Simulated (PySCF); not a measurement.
# C2H5BS2: core binding energies at several levels of theory, part 2 of 2

PySCF 2.14.0. Atoms count from 0. Earlier steps stand in the parts before.

## Step 6: Core-electron binding energies: HF, X2C

The job: settings as JSON, then the geometry in Å.

```
{"job": {"kind": "xps", "xc": "HF"}, "charge": 0, "multiplicity": 1}
B      1.714353     0.400072    -0.008454
S      0.858264    -0.785766    -1.034534
C     -0.741617    -0.643236    -0.150512
C     -0.900917     0.752606     0.413226
S      0.689114     1.331023     1.119688
H      2.902488     0.560361    -0.071984
H     -0.743317    -1.398436     0.650881
H     -1.550004    -0.885242    -0.855272
H     -1.192301     1.468142    -0.371107
H     -1.662173     0.779739     1.206921
```

Level: delta-SCF UKS HF, pcX-2 on the ionised atom, pcseg-1 elsewhere, spin-free X2C.

The program printed:

```text
ground state, core basis on atom 0 (B), 134 functions
  cycle   1  E = -900.26539605  |g| = 4.67e-01
  cycle   2  E = -900.33328684  |g| = 2.63e-01
  cycle   3  E = -900.35159637  |g| = 5.47e-02
  cycle   4  E = -900.35327604  |g| = 1.12e-02
  cycle   5  E = -900.35334723  |g| = 3.96e-03
  cycle   6  E = -900.35335853  |g| = 1.42e-03
  cycle   7  E = -900.35336006  |g| = 3.55e-04
  E(ground) = -900.35336006 Eh
hole in B 1s of atom 0
  cycle   1  E = -892.70538213  |g| = 1.16e+00
  cycle   2  E = -892.85238232  |g| = 7.63e-01
  cycle   3  E = -893.11671162  |g| = 1.69e-01
  cycle   4  E = -893.13246858  |g| = 2.47e-02
  cycle   5  E = -893.13344001  |g| = 1.59e-02
  cycle   6  E = -893.13439901  |g| = 1.44e-02
  cycle   7  E = -893.13590889  |g| = 2.16e-02
  cycle   8  E = -893.13481943  |g| = 1.54e-02
  cycle   9  E = -893.13462244  |g| = 1.38e-02
  cycle  10  E = -893.13485083  |g| = 5.83e-03
  cycle  11  E = -893.13514041  |g| = 9.50e-03
  cycle  12  E = -893.13521170  |g| = 7.03e-03
  cycle  13  E = -893.13518961  |g| = 5.23e-03
  cycle  14  E = -893.13524103  |g| = 1.21e-02
  cycle  15  E = -893.13528964  |g| = 2.99e-03
  cycle  16  E = -893.13529838  |g| = 2.22e-03
  cycle  17  E = -893.13530081  |g| = 5.71e-04
  cycle  18  E = -893.13530162  |g| = 5.80e-04
  cycle  19  E = -893.13529981  |g| = 2.45e-04
  E(ion) = -893.13529981 Eh   <S^2> = 0.8921   hole on atom = 1.000   binding energy = 196.413 eV
ground state, core basis on atom 1 (S), 145 functions
  cycle   1  E = -900.49407594  |g| = 9.91e-02
  cycle   2  E = -900.49431057  |g| = 9.76e-03
  cycle   3  E = -900.49432592  |g| = 3.35e-03
  cycle   4  E = -900.49432883  |g| = 9.79e-04
  cycle   5  E = -900.49432942  |g| = 3.85e-04
  E(ground) = -900.49432942 Eh
hole in S 1s of atom 1
  cycle   1  E = -808.24976917  |g| = 5.05e+00
  cycle   2  E = -809.27449086  |g| = 1.15e+00
  cycle   3  E = -809.42686746  |g| = 1.43e-01
  cycle   4  E = -809.43361802  |g| = 3.06e-02
  cycle   5  E = -809.43408139  |g| = 6.67e-03
  cycle   6  E = -809.43412298  |g| = 3.01e-03
  cycle   7  E = -809.43413551  |g| = 1.39e-03
  cycle   8  E = -809.43414004  |g| = 6.90e-04
  cycle   9  E = -809.43414132  |g| = 3.38e-04
  E(ion) = -809.43414132 Eh   <S^2> = 0.7540   hole on atom = 1.000   binding energy = 2477.874 eV
hole in S 2p of atom 1
  cycle   1  E = -893.85470433  |g| = 1.49e+00
  cycle   2  E = -894.21106184  |g| = 5.60e-01
  cycle   3  E = -894.28092049  |g| = 4.08e-02
  cycle   4  E = -894.28208843  |g| = 1.79e-02
  cycle   5  E = -894.28236892  |g| = 8.00e-03
  cycle   6  E = -894.28248057  |g| = 4.61e-03
  cycle   7  E = -894.28253321  |g| = 2.20e-03
  cycle   8  E = -894.28254790  |g| = 8.65e-04
  cycle   9  E = -894.28254985  |g| = 3.76e-04
  E(ion) = -894.28254985 Eh   <S^2> = 0.7658   hole on atom = 1.001   binding energy = 169.031 eV
  2p3/2 = 168.622 eV   2p1/2 = 169.806 eV
ground state, core basis on atom 2 (C), 134 functions
  cycle   1  E = -900.36033439  |g| = 2.91e-02
  cycle   2  E = -900.36046269  |g| = 6.29e-03
  cycle   3  E = -900.36047370  |g| = 2.98e-03
  cycle   4  E = -900.36047663  |g| = 6.45e-04
  cycle   5  E = -900.36047689  |g| = 1.79e-04
  E(ground) = -900.36047689 Eh
hole in C 1s of atom 2
  cycle   1  E = -889.07325813  |g| = 1.50e+00
  cycle   2  E = -889.36042472  |g| = 8.95e-01
  cycle   3  E = -889.63680348  |g| = 1.30e-01
  cycle   4  E = -889.64492726  |g| = 2.64e-02
  cycle   5  E = -889.64577254  |g| = 1.64e-02
  cycle   6  E = -889.64632437  |g| = 1.02e-02
  cycle   7  E = -889.64664423  |g| = 4.39e-03
  cycle   8  E = -889.64671238  |g| = 1.71e-03
  cycle   9  E = -889.64672192  |g| = 8.86e-04
  cycle  10  E = -889.64672485  |g| = 4.20e-04
  E(ion) = -889.64672485 Eh   <S^2> = 0.8055   hole on atom = 1.000   binding energy = 291.536 eV
```

Wall time 15 s (1 thread of Arm Neoverse V2, shared host); peak memory 0.52 GiB.

Binding energies by hole, beside the orbital energy of the ground state; the difference holds orbital relaxation and, for a density functional, its self-interaction error:

| hole | stands for | environment | ΔSCF (eV; 2p as the shell's mean) | −ε (eV) | ⟨S²⟩ |
| --- | --- | --- | --- | --- | --- |
| B1s on B0 | B0 | boron bonded to 2 S, H, in a 5-membered ring | 196.41 (doubtful) | 208.1 | 0.892 |
| S1s on S1 | S1, S4 | sulfur bonded to C, B, in a 5-membered ring | 2477.87 | 2510.1 | 0.754 |
| S2p on S1 | S1, S4 | sulfur bonded to C, B, in a 5-membered ring | 169.02 | 180.7 | 0.766 |
| C1s on C2 | C2, C3 | sp3 CH2 bonded to S | 291.54 | 307.1 | 0.806 |

Each hole run stands for the others of its class of like atoms.

Doubtful: the ion did not converge, its hole moved, or its ⟨S²⟩ is well above 0.75.

With the spin-orbit splitting: S1 2p3/2 168.62, 2p1/2 169.81 eV. The table gives each 2p level as the mean over the whole 2p shell (two parts 2p3/2, one part 2p1/2), which differs a little from the single hole in the log.

## Step 7: X-ray photoelectron lines: SCAN, X2C

Same as in step 6 but for these lines:

```diff
@@ -1,2 +1,2 @@
-{"job": {"kind": "xps", "xc": "HF"}, "charge": 0, "multiplicity": 1}
+{"job": {"kind": "xps", "basis": "pcX-1"}, "charge": 0, "multiplicity": 1}
 B      1.714353     0.400072    -0.008454
```

Method: delta-SCF UKS SCAN, pcX-1 on the ionised atom, pcseg-1 elsewhere, spin-free X2C.

The program printed:

```text
ground state, core basis on atom 0 (B), 113 functions
  cycle   1  E = -902.39613800  |g| = 2.53e-01
  cycle   2  E = -902.39480196  |g| = 2.78e-01
  cycle   3  E = -902.41746418  |g| = 6.05e-02
  cycle   4  E = -902.41841686  |g| = 2.09e-02
  cycle   5  E = -902.41854129  |g| = 5.65e-03
  cycle   6  E = -902.41855273  |g| = 9.40e-04
  cycle   7  E = -902.41854978  |g| = 4.98e-04
  E(ground) = -902.45343316 Eh
hole in B 1s of atom 0
  cycle   1  E = -894.78346032  |g| = 1.18e+00
  cycle   2  E = -893.32411771  |g| = 1.93e+00
  cycle   3  E = -895.07919441  |g| = 4.51e-01
  cycle   4  E = -895.16903286  |g| = 2.72e-01
  cycle   5  E = -895.21362447  |g| = 6.23e-02
  cycle   6  E = -895.21554606  |g| = 2.85e-02
  cycle   7  E = -895.21567795  |g| = 2.87e-02
  cycle   8  E = -895.21632048  |g| = 1.39e-02
  cycle   9  E = -895.21650869  |g| = 5.06e-03
  cycle  10  E = -895.21654530  |g| = 2.75e-03
  cycle  11  E = -895.21655629  |g| = 6.34e-04
  cycle  12  E = -895.21655528  |g| = 1.94e-04
  E(ion) = -895.25302771 Eh   <S^2> = 0.8368   hole on atom = 1.000   binding energy = 195.933 eV
ground state, core basis on atom 1 (S), 125 functions
  cycle   1  E = -902.56644892  |g| = 2.61e-01
  cycle   2  E = -902.56621973  |g| = 4.16e-02
  cycle   3  E = -902.56521090  |g| = 6.88e-02
  cycle   4  E = -902.56676851  |g| = 4.13e-03
  cycle   5  E = -902.56677081  |g| = 2.15e-03
  cycle   6  E = -902.56677215  |g| = 3.24e-04
  E(ground) = -902.58467824 Eh
hole in S 1s of atom 1
  cycle   1  E = -810.32303173  |g| = 5.08e+00
  cycle   2  E = -810.26408028  |g| = 2.29e+00
  cycle   3  E = -810.15521606  |g| = 1.49e+00
  cycle   4  E = -811.48463131  |g| = 3.00e-01
  cycle   5  E = -811.53073910  |g| = 1.41e-01
  cycle   6  E = -811.54205612  |g| = 3.93e-02
  cycle   7  E = -811.54264946  |g| = 1.82e-02
  cycle   8  E = -811.54285770  |g| = 4.78e-03
  cycle   9  E = -811.54287284  |g| = 1.36e-03
  cycle  10  E = -811.54287320  |g| = 4.72e-04
  E(ion) = -811.55310570 Eh   <S^2> = 0.7514   hole on atom = 1.000   binding energy = 2477.095 eV
hole in S 2p of atom 1
  cycle   1  E = -895.87150188  |g| = 1.52e+00
  cycle   2  E = -895.48828346  |g| = 1.45e+00
  cycle   3  E = -896.13470259  |g| = 5.05e-01
  cycle   4  E = -896.29122623  |g| = 1.99e-01
  cycle   5  E = -896.31231238  |g| = 9.22e-02
  cycle   6  E = -896.31744344  |g| = 2.07e-02
  cycle   7  E = -896.31768111  |g| = 7.04e-03
  cycle   8  E = -896.31771033  |g| = 1.71e-03
  cycle   9  E = -896.31771382  |g| = 1.53e-03
  cycle  10  E = -896.31771634  |g| = 4.34e-04
  E(ion) = -896.34137644 Eh   <S^2> = 0.7547   hole on atom = 1.001   binding energy = 169.889 eV
  2p3/2 = 169.323 eV   2p1/2 = 170.556 eV
ground state, core basis on atom 2 (C), 113 functions
  cycle   1  E = -902.42004212  |g| = 5.49e-02
  cycle   2  E = -902.41857828  |g| = 8.72e-02
  cycle   3  E = -902.42076771  |g| = 9.20e-03
  cycle   4  E = -902.42079031  |g| = 4.28e-03
  cycle   5  E = -902.42079813  |g| = 1.26e-03
  cycle   6  E = -902.42079620  |g| = 2.69e-04
  E(ground) = -902.45383455 Eh
hole in C 1s of atom 2
  cycle   1  E = -891.12192242  |g| = 1.51e+00
  cycle   2  E = -889.87735655  |g| = 2.11e+00
  cycle   3  E = -891.58290028  |g| = 4.58e-01
  cycle   4  E = -891.65056808  |g| = 2.64e-01
  cycle   5  E = -891.69449125  |g| = 8.29e-02
  cycle   6  E = -891.69801168  |g| = 1.43e-02
  cycle   7  E = -891.69814896  |g| = 4.22e-03
  cycle   8  E = -891.69816869  |g| = 2.15e-03
  cycle   9  E = -891.69817413  |g| = 1.51e-03
  cycle  10  E = -891.69817475  |g| = 7.88e-04
  cycle  11  E = -891.69817564  |g| = 3.14e-04
  E(ion) = -891.73246665 Eh   <S^2> = 0.7753   hole on atom = 1.000   binding energy = 291.743 eV
```

Run time: 16 s. Hardware: 1 thread of Arm Neoverse V2, shared host; peak memory 0.52 GiB.

The holes in one table. −ε is the ground-state orbital energy:

| hole | stands for | environment | ΔSCF (eV; 2p as the shell's mean) | −ε (eV) | ⟨S²⟩ |
| --- | --- | --- | --- | --- | --- |
| B1s on B0 | B0 | boron bonded to 2 S, H, in a 5-membered ring | 195.93 | 180.8 | 0.837 |
| S1s on S1 | S1, S4 | sulfur bonded to C, B, in a 5-membered ring | 2477.10 | 2415.1 | 0.751 |
| S2p on S1 | S1, S4 | sulfur bonded to C, B, in a 5-membered ring | 169.73 | 158.3 | 0.755 |
| C1s on C2 | C2, C3 | sp3 CH2 bonded to S | 291.74 | 275.1 | 0.775 |

Each hole run stands for the others of its class of like atoms.

With the spin-orbit splitting: S1 2p3/2 169.32, 2p1/2 170.56 eV. The table gives each 2p level as the mean over the whole 2p shell (two parts 2p3/2, one part 2p1/2), which differs a little from the single hole in the log.

## Step 8: Core-electron binding energies: SCAN, X2C

Same as in step 7 but for these lines:

```diff
@@ -1,2 +1,2 @@
-{"job": {"kind": "xps", "basis": "pcX-1"}, "charge": 0, "multiplicity": 1}
+{"job": {"kind": "xps", "basis": "def2-TZVP"}, "charge": 0, "multiplicity": 1}
 B      1.714353     0.400072    -0.008454
```

Level: delta-SCF UKS SCAN, def2-TZVP on the ionised atom, pcseg-1 elsewhere, spin-free X2C.

The program printed:

```text
ground state, core basis on atom 0 (B), 120 functions
  cycle   1  E = -902.41109663  |g| = 2.66e-01
  cycle   2  E = -902.40491685  |g| = 3.14e-01
  cycle   3  E = -902.43404715  |g| = 7.08e-02
  cycle   4  E = -902.43539778  |g| = 2.24e-02
  cycle   5  E = -902.43553427  |g| = 6.97e-03
  cycle   6  E = -902.43554856  |g| = 2.52e-03
  cycle   7  E = -902.43554924  |g| = 9.06e-04
  cycle   8  E = -902.43554909  |g| = 1.33e-04
  E(ground) = -902.47061097 Eh
hole in B 1s of atom 0
  cycle   1  E = -894.79816644  |g| = 1.15e+00
  cycle   2  E = -893.35351696  |g| = 1.81e+00
  cycle   3  E = -895.02987036  |g| = 5.27e-01
  cycle   4  E = -895.18798574  |g| = 2.20e-01
  cycle   5  E = -895.21591315  |g| = 7.14e-02
  cycle   6  E = -895.21869307  |g| = 2.35e-02
  cycle   7  E = -895.21903253  |g| = 1.67e-02
  cycle   8  E = -895.21919953  |g| = 1.38e-02
  cycle   9  E = -895.21940690  |g| = 5.12e-03
  cycle  10  E = -895.21945830  |g| = 2.26e-03
  cycle  11  E = -895.21946573  |g| = 5.21e-04
  cycle  12  E = -895.21946621  |g| = 1.96e-04
  E(ion) = -895.25654998 Eh   <S^2> = 0.8288   hole on atom = 1.000   binding energy = 196.305 eV
ground state, core basis on atom 1 (S), 122 functions
  cycle   1  E = -902.45746877  |g| = 3.86e-02
  cycle   2  E = -902.45701417  |g| = 5.06e-02
  cycle   3  E = -902.45776728  |g| = 1.33e-02
  cycle   4  E = -902.45781248  |g| = 2.81e-03
  cycle   5  E = -902.45781213  |g| = 1.07e-03
  cycle   6  E = -902.45781209  |g| = 2.73e-04
  E(ground) = -902.47832650 Eh
hole in S 1s of atom 1
  cycle   1  E = -810.19510475  |g| = 3.45e+00
  cycle   2  E = -809.48002014  |g| = 2.18e+00
  cycle   3  E = -807.85334711  |g| = 1.93e+00
  cycle   4  E = -811.22979267  |g| = 2.89e-01
  cycle   5  E = -811.23903529  |g| = 2.71e-01
  cycle   6  E = -811.27952187  |g| = 5.42e-02
  cycle   7  E = -811.28109429  |g| = 2.29e-02
  cycle   8  E = -811.28140450  |g| = 3.15e-03
  cycle   9  E = -811.28140688  |g| = 1.66e-03
  cycle  10  E = -811.28140849  |g| = 6.93e-04
  cycle  11  E = -811.28140884  |g| = 2.44e-04
  E(ion) = -811.29573997 Eh   <S^2> = 0.7514   hole on atom = 1.000   binding energy = 2481.205 eV
hole in S 2p of atom 1
  cycle   1  E = -895.75816642  |g| = 1.46e+00
  cycle   2  E = -894.95546357  |g| = 1.62e+00
  cycle   3  E = -895.93133296  |g| = 5.98e-01
  cycle   4  E = -896.15918154  |g| = 2.36e-01
  cycle   5  E = -896.18844185  |g| = 1.18e-01
  cycle   6  E = -896.19701585  |g| = 2.82e-02
  cycle   7  E = -896.19746529  |g| = 8.05e-03
  cycle   8  E = -896.19750462  |g| = 2.97e-03
  cycle   9  E = -896.19750763  |g| = 1.86e-03
  cycle  10  E = -896.19751112  |g| = 5.41e-04
  cycle  11  E = -896.19751137  |g| = 2.48e-04
  E(ion) = -896.22449563 Eh   <S^2> = 0.7550   hole on atom = 1.001   binding energy = 170.175 eV
  2p3/2 = 169.627 eV   2p1/2 = 170.840 eV
ground state, core basis on atom 2 (C), 120 functions
  cycle   1  E = -902.44104892  |g| = 3.28e-02
  cycle   2  E = -902.44047209  |g| = 5.31e-02
  cycle   3  E = -902.44134673  |g| = 5.75e-03
  cycle   4  E = -902.44135954  |g| = 2.38e-03
  cycle   5  E = -902.44135798  |g| = 7.88e-04
  cycle   6  E = -902.44135909  |g| = 2.07e-04
  E(ground) = -902.47502755 Eh
hole in C 1s of atom 2
  cycle   1  E = -891.14139340  |g| = 1.48e+00
  cycle   2  E = -889.87620566  |g| = 2.01e+00
  cycle   3  E = -891.55468557  |g| = 5.12e-01
  cycle   4  E = -891.65758124  |g| = 2.62e-01
  cycle   5  E = -891.70053321  |g| = 8.78e-02
  cycle   6  E = -891.70453904  |g| = 1.62e-02
  cycle   7  E = -891.70471143  |g| = 4.39e-03
  cycle   8  E = -891.70473507  |g| = 2.27e-03
  cycle   9  E = -891.70474209  |g| = 1.30e-03
  cycle  10  E = -891.70474347  |g| = 7.77e-04
  cycle  11  E = -891.70474389  |g| = 3.00e-04
  E(ion) = -891.73911613 Eh   <S^2> = 0.7744   hole on atom = 1.000   binding energy = 292.139 eV
```

It took 19 s on 1 thread of Arm Neoverse V2, shared host; peak memory 0.52 GiB.

The holes in one table. −ε is the ground-state orbital energy:

| hole | stands for | environment | ΔSCF (eV; 2p as the shell's mean) | −ε (eV) | ⟨S²⟩ |
| --- | --- | --- | --- | --- | --- |
| B1s on B0 | B0 | boron bonded to 2 S, H, in a 5-membered ring | 196.30 | 180.9 | 0.829 |
| S1s on S1 | S1, S4 | sulfur bonded to C, B, in a 5-membered ring | 2481.20 | 2416.3 | 0.751 |
| S2p on S1 | S1, S4 | sulfur bonded to C, B, in a 5-membered ring | 170.03 | 158.5 | 0.755 |
| C1s on C2 | C2, C3 | sp3 CH2 bonded to S | 292.14 | 275.1 | 0.774 |

Each hole run stands for the others of its class of like atoms.

With the spin-orbit splitting: S1 2p3/2 169.63, 2p1/2 170.84 eV. The table gives each 2p level as the mean over the whole 2p shell (two parts 2p3/2, one part 2p1/2), which differs a little from the single hole in the log.

## Step 9: Core-electron binding energies: SCAN, non-relativistic

Same as in step 8 but for these lines:

```diff
@@ -1,2 +1,2 @@
-{"job": {"kind": "xps", "basis": "def2-TZVP"}, "charge": 0, "multiplicity": 1}
+{"job": {"kind": "xps", "x2c": false}, "charge": 0, "multiplicity": 1}
 B      1.714353     0.400072    -0.008454
```

Level: delta-SCF UKS SCAN, pcX-2 on the ionised atom, pcseg-1 elsewhere, non-relativistic.

The program printed:

```text
ground state, core basis on atom 0 (B), 134 functions
  cycle   1  E = -900.42995571  |g| = 2.60e-01
  cycle   2  E = -900.42365407  |g| = 3.08e-01
  cycle   3  E = -900.45155750  |g| = 6.89e-02
  cycle   4  E = -900.45283875  |g| = 2.11e-02
  cycle   5  E = -900.45296162  |g| = 6.59e-03
  cycle   6  E = -900.45297227  |g| = 2.09e-03
  cycle   7  E = -900.45297359  |g| = 1.13e-03
  cycle   8  E = -900.45297334  |g| = 1.69e-04
  E(ground) = -900.48887343 Eh
hole in B 1s of atom 0
  cycle   1  E = -892.81626849  |g| = 1.18e+00
  cycle   2  E = -891.28517293  |g| = 1.99e+00
  cycle   3  E = -893.12515679  |g| = 4.37e-01
  cycle   4  E = -893.20332606  |g| = 2.78e-01
  cycle   5  E = -893.24919591  |g| = 6.39e-02
  cycle   6  E = -893.25122368  |g| = 2.70e-02
  cycle   7  E = -893.25131972  |g| = 2.78e-02
  cycle   8  E = -893.25188413  |g| = 1.42e-02
  cycle   9  E = -893.25206554  |g| = 5.37e-03
  cycle  10  E = -893.25210387  |g| = 2.87e-03
  cycle  11  E = -893.25211946  |g| = 5.40e-04
  cycle  12  E = -893.25211870  |g| = 1.90e-04
  E(ion) = -893.28931461 Eh   <S^2> = 0.8377   hole on atom = 1.000   binding energy = 195.910 eV
ground state, core basis on atom 1 (S), 145 functions
  cycle   1  E = -900.48832887  |g| = 4.60e-02
  cycle   2  E = -900.48782729  |g| = 5.48e-02
  cycle   3  E = -900.48855669  |g| = 1.60e-02
  cycle   4  E = -900.48863461  |g| = 3.65e-03
  cycle   5  E = -900.48863769  |g| = 1.36e-03
  cycle   6  E = -900.48863860  |g| = 3.45e-04
  E(ground) = -900.50980221 Eh
hole in S 1s of atom 1
  cycle   1  E = -808.53929654  |g| = 5.04e+00
  cycle   2  E = -807.98415989  |g| = 2.49e+00
  cycle   3  E = -805.45951830  |g| = 2.16e+00
  cycle   4  E = -809.55592624  |g| = 5.38e-01
  cycle   5  E = -809.67289662  |g| = 3.57e-01
  cycle   6  E = -809.74223537  |g| = 1.24e-01
  cycle   7  E = -809.75047878  |g| = 4.17e-02
  cycle   8  E = -809.75145296  |g| = 6.43e-03
  cycle   9  E = -809.75147317  |g| = 2.79e-03
  cycle  10  E = -809.75147828  |g| = 1.12e-03
  cycle  11  E = -809.75147988  |g| = 4.61e-04
  E(ion) = -809.76350692 Eh   <S^2> = 0.7515   hole on atom = 1.000   binding energy = 2469.332 eV
hole in S 2p of atom 1
  cycle   1  E = -893.79726308  |g| = 1.52e+00
  cycle   2  E = -893.10181672  |g| = 1.65e+00
  cycle   3  E = -894.00507537  |g| = 5.77e-01
  cycle   4  E = -894.20720508  |g| = 2.36e-01
  cycle   5  E = -894.23532868  |g| = 1.21e-01
  cycle   6  E = -894.24404359  |g| = 3.03e-02
  cycle   7  E = -894.24451741  |g| = 1.05e-02
  cycle   8  E = -894.24457590  |g| = 3.00e-03
  cycle   9  E = -894.24458177  |g| = 2.17e-03
  cycle  10  E = -894.24458398  |g| = 5.66e-04
  cycle  11  E = -894.24458472  |g| = 2.85e-04
  E(ion) = -894.27125618 Eh   <S^2> = 0.7553   hole on atom = 1.001   binding energy = 169.759 eV
  2p3/2 = 169.213 eV   2p1/2 = 170.432 eV
ground state, core basis on atom 2 (C), 134 functions
  cycle   1  E = -900.46012778  |g| = 4.63e-02
  cycle   2  E = -900.45975741  |g| = 4.41e-02
  cycle   3  E = -900.46021916  |g| = 1.93e-02
  cycle   4  E = -900.46033130  |g| = 4.61e-03
  cycle   5  E = -900.46034139  |g| = 8.84e-04
  cycle   6  E = -900.46033813  |g| = 1.92e-04
  E(ground) = -900.49416772 Eh
hole in C 1s of atom 2
  cycle   1  E = -889.16216458  |g| = 1.51e+00
  cycle   2  E = -887.84967309  |g| = 2.17e+00
  cycle   3  E = -889.62842635  |g| = 4.50e-01
  cycle   4  E = -889.68970929  |g| = 2.77e-01
  cycle   5  E = -889.73793482  |g| = 8.36e-02
  cycle   6  E = -889.74132491  |g| = 1.55e-02
  cycle   7  E = -889.74147550  |g| = 5.79e-03
  cycle   8  E = -889.74150638  |g| = 2.44e-03
  cycle   9  E = -889.74151130  |g| = 1.85e-03
  cycle  10  E = -889.74151567  |g| = 8.95e-04
  cycle  11  E = -889.74151527  |g| = 3.93e-04
  E(ion) = -889.77632825 Eh   <S^2> = 0.7765   hole on atom = 1.000   binding energy = 291.647 eV
```

It took 20 s on 1 thread of Arm Neoverse V2, shared host; peak memory 0.52 GiB.

The holes in one table. −ε is the ground-state orbital energy:

| hole | stands for | environment | ΔSCF (eV; 2p as the shell's mean) | −ε (eV) | ⟨S²⟩ |
| --- | --- | --- | --- | --- | --- |
| B1s on B0 | B0 | boron bonded to 2 S, H, in a 5-membered ring | 195.91 | 180.9 | 0.838 |
| S1s on S1 | S1, S4 | sulfur bonded to C, B, in a 5-membered ring | 2469.33 | 2407.7 | 0.752 |
| S2p on S1 | S1, S4 | sulfur bonded to C, B, in a 5-membered ring | 169.62 | 158.3 | 0.755 |
| C1s on C2 | C2, C3 | sp3 CH2 bonded to S | 291.65 | 275.1 | 0.776 |

Each hole run stands for the others of its class of like atoms.

With the spin-orbit splitting: S1 2p3/2 169.21, 2p1/2 170.43 eV. The table gives each 2p level as the mean over the whole 2p shell (two parts 2p3/2, one part 2p1/2), which differs a little from the single hole in the log.

## Step 10: Results

What follows sums up all 2 parts.

| quantity | value |
| --- | --- |
| B1s binding energies, SCAN/pcX-2 | B0 195.95 eV |
| S1s binding energies, SCAN/pcX-2 | S1 2477.05 eV |
| S2p binding energies, SCAN/pcX-2 | S1 169.59 eV |
| C1s binding energies, SCAN/pcX-2 | C2 291.75 eV |
| B1s binding energies, B3LYP/pcX-2 | B0 196.22 eV |
| S1s binding energies, B3LYP/pcX-2 | S1 2474.92 eV |
| S2p binding energies, B3LYP/pcX-2 | S1 169.35 eV |
| C1s binding energies, B3LYP/pcX-2 | C2 291.74 eV |
| B1s binding energies, PBE0/pcX-2 | B0 195.65 eV |
| S1s binding energies, PBE0/pcX-2 | S1 2474.33 eV |
| S2p binding energies, PBE0/pcX-2 | S1 169.20 eV |
| C1s binding energies, PBE0/pcX-2 | C2 291.28 eV |
| B1s binding energies, PBE/pcX-2 | B0 195.07 eV |
| S1s binding energies, PBE/pcX-2 | S1 2472.98 eV |
| S2p binding energies, PBE/pcX-2 | S1 168.80 eV |
| C1s binding energies, PBE/pcX-2 | C2 290.87 eV |
| S1s binding energies, HF/pcX-2 | S1 2477.87 eV |
| S2p binding energies, HF/pcX-2 | S1 169.02 eV |
| C1s binding energies, HF/pcX-2 | C2 291.54 eV |
| B1s binding energies, SCAN/pcX-1 | B0 195.93 eV |
| S1s binding energies, SCAN/pcX-1 | S1 2477.10 eV |
| S2p binding energies, SCAN/pcX-1 | S1 169.73 eV |
| C1s binding energies, SCAN/pcX-1 | C2 291.74 eV |
| B1s binding energies, SCAN/def2-TZVP | B0 196.30 eV |
| S1s binding energies, SCAN/def2-TZVP | S1 2481.20 eV |
| S2p binding energies, SCAN/def2-TZVP | S1 170.03 eV |
| C1s binding energies, SCAN/def2-TZVP | C2 292.14 eV |
| B1s binding energies, SCAN/pcX-2, non-relativistic | B0 195.91 eV |
| S1s binding energies, SCAN/pcX-2, non-relativistic | S1 2469.33 eV |
| S2p binding energies, SCAN/pcX-2, non-relativistic | S1 169.62 eV |
| C1s binding energies, SCAN/pcX-2, non-relativistic | C2 291.65 eV |

Single values in the summary come from the first run of each kind that ended normally (SCAN/pcX-2), which need not be the best level.
